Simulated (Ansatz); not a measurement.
**SiN2H6 + HCl: a complex and its separated parts**

Aim: how far the complex at one end of a reaction step lies below its separated, relaxed parts, level by level.

Method: PBE0-D4/def2-TZVP structures, single points in def2-TZVPP, no counterpoise correction; program: Ansatz 0.2.0, Gaussian basis.

Levels: SPW92, PBE-D4, BLYP-D4, r2SCAN-D4, B97M-V, PBE0-D4, B3LYP-D4, r2SCAN0-D4, BHLYP-D4, CAM-B3LYP-D4, wB97X-V, wB97M-V, B2PLYP, PBE-QIDH, RPA on PBE, Hartree-Fock, MP2, CCSD, CCSD(T).

Cores are frozen in the correlated methods. B3LYP uses VWN-RPA correlation. B2PLYP carries no dispersion term here.

21 further runs of the same task are left out: 21 set aside as unsound or not needed.

**1. Where the work starts**

The complex: 11 atoms, charge 0, spin multiplicity 1.

Atoms are counted from 1 here; the program's logs count them from 0.

Bond lengths: Si1–H3 1.487 Å, Si1–H4 1.487 Å, Si1–N5 1.699 Å, Si1–N7 1.754 Å, Cl2–H6 1.356 Å, N5–H8 1.008 Å, N5–H9 1.005 Å, N7–H10 1.012 Å, N7–H11 1.012 Å. Angles: H3–Si1–H4 109.1°, H3–Si1–N5 118.0°, H3–Si1–N7 102.7°, H4–Si1–N5 106.3°, H4–Si1–N7 114.6°, N5–Si1–N7 106.4°, Si1–N5–H8 121.4°, Si1–N5–H9 121.6°, H8–N5–H9 113.0°, Si1–N7–H10 116.5°, Si1–N7–H11 116.4°, H10–N7–H11 109.6°.

Coordinates:

```
Si   -0.8824   -0.4396    0.0609
Cl    2.7754    0.1436   -0.6360
H    -0.8014   -1.6827   -0.7517
H    -2.3035   -0.1805    0.4148
N    -0.0106   -0.3809    1.5174
H     1.4748    0.4584   -0.8572
N    -0.1625    0.7591   -0.9973
H     0.9877   -0.5218    1.5385
H    -0.4508   -0.5596    2.4030
H    -0.3761    0.6785   -1.9830
H    -0.2506    1.7254   -0.7092
```

Its parts: SiN2H6 holds atoms 1, 3, 4, 5, 7, 8, 9, 10, 11; HCl holds atoms 2, 6. Each part counts its atoms afresh in its own runs.

**2. Relaxing SiN2H6 alone**

relax-a/in.yaml

```yaml
crystal:
  periodic: [false, false, false]
  atoms:
    - {symbol: Si, position_ang: [-0.882432, -0.439587, 0.060862]}
    - {symbol: H, position_ang: [-0.801376, -1.682741, -0.751717]}
    - {symbol: H, position_ang: [-2.303549, -0.180471, 0.414781]}
    - {symbol: N, position_ang: [-0.010648, -0.380860, 1.517429]}
    - {symbol: N, position_ang: [-0.162464, 0.759069, -0.997308]}
    - {symbol: H, position_ang: [0.987692, -0.521762, 1.538545]}
    - {symbol: H, position_ang: [-0.450835, -0.559562, 2.403025]}
    - {symbol: H, position_ang: [-0.376098, 0.678509, -1.982993]}
    - {symbol: H, position_ang: [-0.250555, 1.725357, -0.709208]}
basis:
  gaussian: {orbitals: def2-TZVP}
hamiltonian: {xc: pbe0, dispersion: d4}
relax: {f_tol: 0.005, max_steps: 200}
```

No record of the launch command was kept for these runs.

Standard output (excerpt; [...] marks lines left out):

```text
Functional definition: PBE0
  name "PBE0"
  cite "Adamo & Barone, J. Chem. Phys. 110, 6158 (1999) doi:10.1063/1.478522"
  cite "Perdew, Burke & Ernzerhof, Phys. Rev. Lett. 77, 3865 (1996) doi:10.1103/PhysRevLett.77.3865"
  parent pbe
[...]
842 factors; their error is unknown
[...]
mean field -10951.62854301 eV, -402.4649256750 hartree, gradient 4.3e-5 eV, S^2 0.000000; 0 other end points of the search recorded, 0 dependent functions left out
[...]
reference -10951.62857151 eV, -402.4649267225 hartree; 17, 17 occupied and 118, 118 virtual orbitals, 842 factors
relax step   1: F+E_penalty+E_count = -10951.74321313 eV  Δ(F+E_penalty+E_count) = +0.000e0 eV  max|allowed force component| = 8.486e-1 eV/Å  Δτ_max = 0.0000 Å  (25 SCF iters, accepted)
[...]
relax step   3: F+E_penalty+E_count = -10951.77513997 eV  Δ(F+E_penalty+E_count) = -1.024e-2 eV  max|allowed force component| = 1.434e-1 eV/Å  Δτ_max = 0.0215 Å  (29 SCF iters, accepted)
[...]
relax step   5: F+E_penalty+E_count = -10951.77866144 eV  Δ(F+E_penalty+E_count) = -3.521e-3 eV  max|allowed force component| = 3.316e-1 eV/Å  Δτ_max = 0.0612 Å  (29 SCF iters, accepted)
[...]
relax step   7: F+E_penalty+E_count = -10951.78214230 eV  Δ(F+E_penalty+E_count) = -1.532e-4 eV  max|allowed force component| = 3.366e-3 eV/Å  Δτ_max = 0.0114 Å  (29 SCF iters, accepted)
[...]
relax step   8: F+E_penalty+E_count = -10951.78216609 eV  Δ(F+E_penalty+E_count) = -2.380e-5 eV  max|allowed force component| = 7.146e-3 eV/Å  Δτ_max = 0.0066 Å  (30 SCF iters, accepted)
[...]
relax step   9: F+E_penalty+E_count = -10951.78217122 eV  Δ(F+E_penalty+E_count) = -5.128e-6 eV  max|allowed force component| = 3.392e-3 eV/Å  Δτ_max = 0.0018 Å  (30 SCF iters, accepted)
842 factors; their error is unknown
mean field -10951.66745763 eV, -402.4663557610 hartree, gradient 4.9e-5 eV, S^2 0.000000; 1 other end points of the search recorded, 0 dependent functions left out
[...]
reference -10951.66748624 eV, -402.4663568124 hartree; 17, 17 occupied and 118, 118 virtual orbitals, 842 factors
Total energy: -10951.78219983 eV, -402.4705724593 hartree
Atom 0 at    -0.892406    -0.404735     0.052199 Å, force     0.001092     0.000828     0.000127 eV/Å
Atom 1 at    -0.817950    -1.661654    -0.749198 Å, force     0.000524    -0.000146    -0.000495 eV/Å
Atom 2 at    -2.307855    -0.226123     0.490638 Å, force    -0.000203     0.000438     0.000584 eV/Å
Atom 3 at    -0.014166    -0.361476     1.519999 Å, force    -0.002065     0.001544    -0.003392 eV/Å
Atom 4 at    -0.246897     0.777277    -1.003152 Å, force     0.000139    -0.003032     0.003060 eV/Å
Atom 5 at     0.981574    -0.506958     1.543675 Å, force     0.000383    -0.000445     0.000851 eV/Å
Atom 6 at    -0.455415    -0.616351     2.387320 Å, force     0.000654    -0.000241    -0.000681 eV/Å
Atom 7 at    -0.284081     0.647548    -1.999994 Å, force    -0.000401     0.000408     0.000848 eV/Å
Atom 8 at    -0.213069     1.750424    -0.748072 Å, force    -0.000123     0.000646    -0.000905 eV/Å
Dipole moment:     0.118815     0.095499     0.032159 e Å
```

It took 9.5 s on 4 threads, shared host; peak memory 0.23 GiB.

Relaxation path: (the energy doesn't fall at every step)

| step | energy from step 1 (eV) | largest force component (eV/Å) |
| --- | --- | --- |
| 1 | 0.0000 | 0.8486 |
| 2 | -0.0217 | 0.4440 |
| 3 | -0.0319 | 0.1434 |
| 4 | -0.0297 | 0.2458 |
| 5 | -0.0354 | 0.3316 |
| 6 | -0.0388 | 0.0253 |
| 7 | -0.0389 | 0.0034 |
| 8 | -0.0390 | 0.0071 |
| 9 | -0.0390 | 0.0034 |

Distances of close pairs at the start and the end, largest changes first:

| bond | before (Å) | after (Å) | change (Å) |
| --- | --- | --- | --- |
| Si1–N5 | 1.754 | 1.711 | -0.043 |
| Si1–N4 | 1.699 | 1.711 | +0.012 |
| N5–H8 | 1.012 | 1.006 | -0.006 |
| N5–H9 | 1.012 | 1.007 | -0.006 |
| Si1–H3 | 1.487 | 1.493 | +0.005 |
| Si1–H2 | 1.487 | 1.493 | +0.005 |
| N4–H6 | 1.008 | 1.007 | -0.002 |
| N4–H7 | 1.005 | 1.006 | +0.001 |

**3. Relaxing HCl alone**

relax-b/in.yaml

```yaml
crystal:
  periodic: [false, false, false]
  atoms:
    - {symbol: Cl, position_ang: [2.775380, 0.143599, -0.636000]}
    - {symbol: H, position_ang: [1.474781, 0.458351, -0.857214]}
basis:
  gaussian: {orbitals: def2-TZVP}
hamiltonian: {xc: pbe0, dispersion: d4}
relax: {f_tol: 0.005, max_steps: 200}
```

Standard output (excerpt; [...] marks lines left out):

```text
[... 5 set-up lines as earlier in the session ...]
[...]
312 factors; their error is unknown
[...]
mean field -12535.23180672 eV, -460.6612722118 hartree, gradient 4.5e-5 eV, S^2 0.000000; 0 other end points of the search recorded, 0 dependent functions left out
[...]
reference -12535.23182251 eV, -460.6612727921 hartree; 9, 9 occupied and 34, 34 virtual orbitals, 312 factors
relax step   1: F+E_penalty+E_count = -12535.23644140 eV  Δ(F+E_penalty+E_count) = +0.000e0 eV  max|allowed force component| = 1.955e0 eV/Å  Δτ_max = 0.0000 Å  (20 SCF iters, accepted)
[...]
relax step   3: F+E_penalty+E_count = -12535.32083049 eV  Δ(F+E_penalty+E_count) = -1.158e-2 eV  max|allowed force component| = 1.114e-1 eV/Å  Δτ_max = 0.0156 Å  (25 SCF iters, accepted)
[...]
relax step   4: F+E_penalty+E_count = -12535.32103623 eV  Δ(F+E_penalty+E_count) = -2.057e-4 eV  max|allowed force component| = 2.248e-3 eV/Å  Δτ_max = 0.0018 Å  (26 SCF iters, accepted)
312 factors; their error is unknown
mean field -12535.31645826 eV, -460.6643830985 hartree, gradient 1.0e-5 eV, S^2 0.000000; 1 other end points of the search recorded, 0 dependent functions left out
[...]
reference -12535.31647361 eV, -460.6643836624 hartree; 9, 9 occupied and 34, 34 virtual orbitals, 312 factors
Total energy: -12535.32105157 eV, -460.6645518996 hartree
Atom 0 at     2.738287     0.152576    -0.642309 Å, force    -0.002248     0.000544    -0.000382 eV/Å
Atom 1 at     1.511874     0.449374    -0.850905 Å, force     0.002248    -0.000544     0.000382 eV/Å
Dipole moment:    -0.251843     0.060947    -0.042835 e Å
```

Wall time 0.55 s (4 threads, shared host).

The steps of the relaxation:

| step | energy from step 1 (eV) | largest force component (eV/Å) |
| --- | --- | --- |
| 1 | 0.0000 | 1.9550 |
| 2 | -0.0728 | 0.7969 |
| 3 | -0.0844 | 0.1114 |
| 4 | -0.0846 | 0.0022 |

The bond:

| bond | before (Å) | after (Å) | change (Å) |
| --- | --- | --- | --- |
| Cl1–H2 | 1.356 | 1.279 | -0.077 |

**4. wB97M-V/def2-TZVPP**

parta/in.yaml

```yaml
crystal:
  periodic: [false, false, false]
  atoms:
    - {symbol: Si, position_ang: [-0.892406, -0.404735, 0.052199]}
    - {symbol: H, position_ang: [-0.817950, -1.661654, -0.749198]}
    - {symbol: H, position_ang: [-2.307855, -0.226123, 0.490638]}
    - {symbol: N, position_ang: [-0.014166, -0.361476, 1.519999]}
    - {symbol: N, position_ang: [-0.246897, 0.777277, -1.003152]}
    - {symbol: H, position_ang: [0.981574, -0.506958, 1.543675]}
    - {symbol: H, position_ang: [-0.455415, -0.616351, 2.387320]}
    - {symbol: H, position_ang: [-0.284081, 0.647548, -1.999994]}
    - {symbol: H, position_ang: [-0.213069, 1.750424, -0.748072]}
basis:
  gaussian: {orbitals: def2-TZVPP}
hamiltonian: {xc: {name: wB97M-V}}
```

partb/in.yaml

```yaml
crystal:
  periodic: [false, false, false]
  atoms:
    - {symbol: Cl, position_ang: [2.738287, 0.152576, -0.642309]}
    - {symbol: H, position_ang: [1.511874, 0.449374, -0.850905]}
basis:
  gaussian: {orbitals: def2-TZVPP}
hamiltonian: {xc: {name: wB97M-V}}
```

Log of parta (excerpt; [...] marks lines left out):

```text
Functional definition: wB97M-V
  name "wB97M-V"
  cite "Mardirossian & Head-Gordon, J. Chem. Phys. 144, 214110 (2016) doi:10.1063/1.4952647"
  cite "Becke, J. Chem. Phys. 107, 8554 (1997) doi:10.1063/1.475007"
  cite "Vydrov & Van Voorhis, J. Chem. Phys. 133, 244103 (2010) doi:10.1063/1.3521275"
  # Of w^i u^j: cxij and so on, Table III.
[...]
  gx(w, u) = 1 - cx + cx01*u + cx10*w
  gss(w, u) = css00 + css04*u^4 + css10*w + css20*w^2 + css43*w^4*u^3
  gos(w, u) = cos00 + cos10*w + (cos20 + cos21*u)*w^2 + (cos60 + cos61*u)*w^6
[...]
      + integral(e_c_pw_mod_opposite_spin*gos(b97_w_opposite, b97_u_opposite)) + vv10(b, c)
955 factors; their error is unknown
238 factors; integrals over basis functions are off by at most 1.1e-5 eV
[...]
mean field -10956.70118694 eV, -402.6513419011 hartree, gradient 5.2e-6 eV, S^2 0.000000; 0 other end points of the search recorded, 0 dependent functions left out
reference -10956.70123280 eV, -402.6513435867 hartree; 17, 17 occupied and 171, 171 virtual orbitals, 955 factors
Total energy: -10956.70123280 eV, -402.6513435867 hartree
```

Output in partb (excerpt; [...] marks lines left out):

```text
[... 5 set-up lines as earlier in the session ...]
  # Of w^i u^j: cxij and so on, Table III.
[...]
  gx(w, u) = 1 - cx + cx01*u + cx10*w
  gss(w, u) = css00 + css04*u^4 + css10*w + css20*w^2 + css43*w^4*u^3
  gos(w, u) = cos00 + cos10*w + (cos20 + cos21*u)*w^2 + (cos60 + cos61*u)*w^6
[...]
      + integral(e_c_pw_mod_opposite_spin*gos(b97_w_opposite, b97_u_opposite)) + vv10(b, c)
369 factors; their error is unknown
62 factors; integrals over basis functions are off by at most 9.0e-5 eV
[...]
mean field -12538.73838462 eV, -460.7901365726 hartree, gradient 5.7e-5 eV, S^2 0.000000; 0 other end points of the search recorded, 0 dependent functions left out
reference -12538.73840767 eV, -460.7901374196 hartree; 9, 9 occupied and 47, 47 virtual orbitals, 369 factors
Total energy: -12538.73840767 eV, -460.7901374196 hartree
```

Wall times: 3.5 s (parta), 0.4 s (partb) on 4 threads, shared host; peak memory 0.48 GiB.

**5. CCSD(T)/def2-TZVPP**

Each input of step 4 (parta, partb) changes in the same lines:

```diff
-hamiltonian: {xc: {name: wB97M-V}}
+correlation: {method: ccsd_t}
```

Log of parta (excerpt; [...] marks lines left out):

```text
Functional definition: HF
  name "HF"
  cite "Fock, Z. Phys. 61, 126 (1930) doi:10.1007/BF01340294"
[... 1 set-up line as earlier in the session ...]
[...]
1077 factors; integrals over basis functions are off by at most 1.4e-3 eV
[...]
mean field -10924.02262193 eV, -401.4504267874 hartree, gradient 2.2e-6 eV, S^2 0.000000; 0 other end points of the search recorded, 0 dependent functions left out
7 core orbitals not correlated: weight in the atoms' cores, before any rotation towards them, 1.000 or more for the frozen orbitals, at most 0.000 for the correlated occupied ones
reference -10924.02262193 eV, -401.4504267874 hartree; 10, 10 occupied and 171, 171 virtual orbitals, 1077 factors
second order -15.28471218 eV of doubles, -0.00000000 eV of singles
cycle   1  -15.74514334 eV  change   -4.6e-1 eV  update   7.3e-2
[...]
cycle   9  -16.15860396 eV  change   -2.0e-6 eV  update   1.3e-5
perturbative correction -0.56659700 eV, -0.0208220557 hartree
Total energy: -10940.74782289 eV, -402.0650665860 hartree
```

Log of partb (excerpt; [...] marks lines left out):

```text
[... 4 set-up lines as earlier in the session ...]
[...]
322 factors; integrals over basis functions are off by at most 1.4e-3 eV
[...]
mean field -12519.93374403 eV, -460.0990787772 hartree, gradient 2.9e-6 eV, S^2 0.000000; 0 other end points of the search recorded, 0 dependent functions left out
5 core orbitals not correlated: weight in the atoms' cores, before any rotation towards them, 1.000 or more for the frozen orbitals, at most 0.000 for the correlated occupied ones
reference -12519.93374403 eV, -460.0990787772 hartree; 4, 4 occupied and 47, 47 virtual orbitals, 322 factors
second order -5.53927669 eV of doubles, -0.00000000 eV of singles
cycle   1  -5.96030104 eV  change   -4.2e-1 eV  update   3.9e-2
[...]
cycle   7  -6.10185164 eV  change   -6.2e-6 eV  update   7.9e-6
perturbative correction -0.21572859 eV, -0.0079278794 hartree
Total energy: -12526.25132425 eV, -460.3312455683 hartree
```

They took 17 s (parta), 0.2 s (partb) on 4 threads, shared host; peak memory 1.9 GiB.

**6. Vibrations of SiN2H6**

vib-parta/in.yaml

```yaml
crystal:
  periodic: [false, false, false]
  atoms:
    - {symbol: Si, position_ang: [-0.892406, -0.404735, 0.052199]}
    - {symbol: H, position_ang: [-0.817950, -1.661654, -0.749198]}
    - {symbol: H, position_ang: [-2.307855, -0.226123, 0.490638]}
    - {symbol: N, position_ang: [-0.014166, -0.361476, 1.519999]}
    - {symbol: N, position_ang: [-0.246897, 0.777277, -1.003152]}
    - {symbol: H, position_ang: [0.981574, -0.506958, 1.543675]}
    - {symbol: H, position_ang: [-0.455415, -0.616351, 2.387320]}
    - {symbol: H, position_ang: [-0.284081, 0.647548, -1.999994]}
    - {symbol: H, position_ang: [-0.213069, 1.750424, -0.748072]}
basis:
  gaussian: {orbitals: def2-TZVP}
hamiltonian: {xc: pbe0, dispersion: d4}
phonons: {temperatures: {t_min: 298.15, t_max: 900, t_step: 200}}
```

Standard output (excerpt; [...] marks lines left out):

```text
[... 5 set-up lines as earlier in the session ...]
[...]
842 factors; their error is unknown
[...]
mean field -10951.66745770 eV, -402.4663557636 hartree, gradient 2.0e-5 eV, S^2 0.000000; 0 other end points of the search recorded, 0 dependent functions left out
[...]
reference -10951.66748630 eV, -402.4663568146 hartree; 17, 17 occupied and 118, 118 virtual orbitals, 842 factors
[... from here to the last solve, the lines of the solves are left out (53 solves) ...]
842 factors; their error is unknown
[...]
mean field -10951.66743771 eV, -402.4663550291 hartree, gradient 9.0e-7 eV, S^2 0.000000; 0 other end points of the search recorded, 0 dependent functions left out
[...]
Atom 1 at    -0.817950    -1.661654    -0.749198 Å, force     0.000524    -0.000154    -0.000496 eV/Å
Atom 2 at    -2.307855    -0.226123     0.490638 Å, force    -0.000203     0.000438     0.000585 eV/Å
Atom 3 at    -0.014166    -0.361476     1.519999 Å, force    -0.002044     0.001547    -0.003421 eV/Å
Atom 4 at    -0.246897     0.777277    -1.003152 Å, force     0.000140    -0.003024     0.003032 eV/Å
Atom 5 at     0.981574    -0.506958     1.543675 Å, force     0.000363    -0.000443     0.000853 eV/Å
Atom 6 at    -0.455415    -0.616351     2.387320 Å, force     0.000647    -0.000247    -0.000662 eV/Å
Atom 7 at    -0.284081     0.647548    -1.999994 Å, force    -0.000401     0.000408     0.000871 eV/Å
Atom 8 at    -0.213069     1.750424    -0.748072 Å, force    -0.000122     0.000641    -0.000901 eV/Å
Dipole moment:     0.118815     0.095500     0.032158 e Å
Vibrations: 206.16 252.71 333.96 347.61 422.01 599.04 682.17 813.71 820.91 889.31 900.73 981.41 987.82 1573.68 1577.25 2175.43 2190.86 3612.66 3613.78 3712.40 3713.32 cm⁻¹, zero-point energy 1.884990 eV
```

It took 34 s on 4 threads, shared host; peak memory 0.22 GiB.

Wavenumbers and character of the modes:

| mode | wavenumber (cm⁻¹) | character |
| --- | --- | --- |
| 1 | 206 | bend with torsion |
| 2 | 253 | torsion |
| 3 | 334 | torsion |
| 4 | 348 | torsion |
| 5 | 422 | torsion |
| 6 | 599 | torsion with bend |
| 7 | 682 | bend |
| 8 | 814 | bend with torsion |
| 9 | 821 | Si–N stretch |
| 10 | 889 | Si–N stretch |
| 11 | 901 | bend |
| 12 | 981 | bend with torsion |
| 13 | 988 | torsion with bend |
| 14 | 1574 | bend |
| 15 | 1577 | bend |
| 16 | 2175 | Si–H stretch |
| 17 | 2191 | Si–H stretch |
| 18 | 3613 | N–H stretch |
| 19 | 3614 | N–H stretch |
| 20 | 3712 | N–H stretch |
| 21 | 3713 | N–H stretch |

Vibrational sums (real modes only):

| T (K) | entropy (J/mol/K) | heat capacity (J/mol/K) |
| --- | --- | --- |
| 298 | 36.7 | 55.5 |
| 498 | 72.9 | 85.6 |
| 698 | 105.0 | 104.5 |
| 898 | 133.0 | 117.8 |

**7. Vibrations of HCl**

vib-partb/in.yaml

```yaml
crystal:
  periodic: [false, false, false]
  atoms:
    - {symbol: Cl, position_ang: [2.738287, 0.152576, -0.642309]}
    - {symbol: H, position_ang: [1.511874, 0.449374, -0.850905]}
basis:
  gaussian: {orbitals: def2-TZVP}
hamiltonian: {xc: pbe0, dispersion: d4}
phonons: {temperatures: {t_min: 298.15, t_max: 900, t_step: 200}}
```

Standard output (excerpt; [...] marks lines left out):

```text
[... 5 set-up lines as earlier in the session ...]
[...]
312 factors; their error is unknown
[...]
mean field -12535.31645827 eV, -460.6643830986 hartree, gradient 4.2e-5 eV, S^2 0.000000; 0 other end points of the search recorded, 0 dependent functions left out
[...]
reference -12535.31647361 eV, -460.6643836625 hartree; 9, 9 occupied and 34, 34 virtual orbitals, 312 factors
[...]
312 factors; their error is unknown
[...]
mean field -12535.31645826 eV, -460.6643830983 hartree, gradient 1.1e-6 eV, S^2 0.000000; 0 other end points of the search recorded, 0 dependent functions left out
[...]
reference -12535.31647360 eV, -460.6643836622 hartree; 9, 9 occupied and 34, 34 virtual orbitals, 312 factors
[...]
312 factors; their error is unknown
mean field -12535.31636448 eV, -460.6643796520 hartree, gradient 4.5e-7 eV, S^2 0.000000; 0 other end points of the search recorded, 0 dependent functions left out
[...]
reference -12535.31637981 eV, -460.6643802154 hartree; 9, 9 occupied and 34, 34 virtual orbitals, 312 factors
[...]
312 factors; their error is unknown
[...]
mean field -12535.31634981 eV, -460.6643791129 hartree, gradient 6.3e-7 eV, S^2 0.000000; 0 other end points of the search recorded, 0 dependent functions left out
[...]
reference -12535.31636517 eV, -460.6643796773 hartree; 9, 9 occupied and 34, 34 virtual orbitals, 312 factors
Total energy: -12535.32105158 eV, -460.6645518996 hartree
Atom 0 at     2.738287     0.152576    -0.642309 Å, force    -0.002227     0.000539    -0.000379 eV/Å
Atom 1 at     1.511874     0.449374    -0.850905 Å, force     0.002227    -0.000539     0.000379 eV/Å
Dipole moment:    -0.251843     0.060947    -0.042835 e Å
Vibrations: 2996.41 cm⁻¹, zero-point energy 0.185754 eV
```

It took 0.95 s on 4 threads, shared host.

Wavenumbers and character of the modes:

| mode | wavenumber (cm⁻¹) | character |
| --- | --- | --- |
| 1 | 2996 | Cl–H stretch |

Vibrational sums (real modes only):

| T (K) | entropy (J/mol/K) | heat capacity (J/mol/K) |
| --- | --- | --- |
| 298 | 0.0 | 0.0 |
| 498 | 0.0 | 0.1 |
| 698 | 0.1 | 0.7 |
| 898 | 0.4 | 1.6 |

**8. Complex less separated parts**

The complex's own energies come from single points at the same levels. Levels not printed above were run the same way.

Rows are in def2-TZVPP; times add the 3 runs of a level on a shared host, so small differences are noise.

Differences are taken before rounding.

| method | rung | complex less parts (kcal/mol) | from CCSD(T) (kcal/mol) | time |
| --- | --- | --- | --- | --- |
| SPW92 | LDA | -15.8 | -8.9 | 1.5 s |
| PBE-D4 | GGA | -11.5 | -4.5 | 2.4 s |
| BLYP-D4 | GGA | -10.3 | -3.3 | 2.5 s |
| r2SCAN-D4 | meta-GGA | -10.2 | -3.3 | 5.3 s |
| B97M-V | meta-GGA | -8.0 | -1.0 | 11 s |
| PBE0-D4 | hybrid | -10.0 | -3.1 | 3.5 s |
| B3LYP-D4 | hybrid | -9.3 | -2.4 | 3.2 s |
| r2SCAN0-D4 | hybrid | -9.3 | -2.4 | 6 s |
| BHLYP-D4 | hybrid | -7.9 | -0.9 | 3.3 s |
| CAM-B3LYP-D4 | range-separated hybrid | -8.7 | -1.8 | 3.7 s |
| wB97X-V | range-separated hybrid | -7.9 | -0.9 | 9 s |
| wB97M-V | range-separated hybrid | -7.7 | -0.8 | 10 s |
| B2PLYP | double hybrid | -7.0 | -0.1 | 5.8 s |
| PBE-QIDH | double hybrid | -8.1 | -1.1 | 6 s |
| RPA on PBE | RPA | -5.6 | +1.3 | 5.6 s |
| Hartree-Fock | wavefunction | -0.4 | +6.5 |  |
| MP2 | wavefunction | -8.2 | -1.3 |  |
| CCSD | wavefunction | -5.7 | +1.3 |  |
| CCSD(T) | wavefunction | -6.9 | 0 | 1.8 min |

Among the levels timed on like hardware and quicker than the yardstick, those that no quicker one beats, quickest first: SPW92 (1.5 s, -8.9 kcal/mol); PBE-D4 (2.4 s, -4.5 kcal/mol); BLYP-D4 (2.5 s, -3.3 kcal/mol); B3LYP-D4 (3.2 s, -2.4 kcal/mol); BHLYP-D4 (3.3 s, -0.9 kcal/mol); B2PLYP (5.8 s, -0.1 kcal/mol).

B2PLYP reaches 0.1 kcal/mol from the reference in 5.8 s, where CCSD(T) took 1.8 min; the quickest level in the cost chart, SPW92, takes 1.5 s and misses by 8.9 kcal/mol.

The complex's zero-point energy, from a separate PBE0-D4 run, is 2.158 eV.

**9. What came out**

| quantity | value |
| --- | --- |
| complex less parts, CCSD(T)/def2-TZVPP | -6.9 kcal/mol |
| with zero-point energy | -4.9 kcal/mol |
| largest T1 diagnostic | 0.010 |

At CCSD(T) the complex lies 6.9 kcal/mol below its parts. The functionals run from B2PLYP, off by -0.1 kcal/mol, to SPW92, off by -8.9 kcal/mol, against CCSD(T). By rung, the mean size of the error is: LDA 8.9, GGA 3.9, meta-GGA 2.2, hybrid 2.2, range-separated hybrid 1.1, double hybrid 0.6 kcal/mol. PBE-D4 gives a relative energy 4.5 kcal/mol too low, outside chemical accuracy (1 kcal/mol). No counterpoise was applied, and triple zeta lacks some correlation, so the CCSD(T) reference has a basis error of its own, and close matches with it are partly luck.
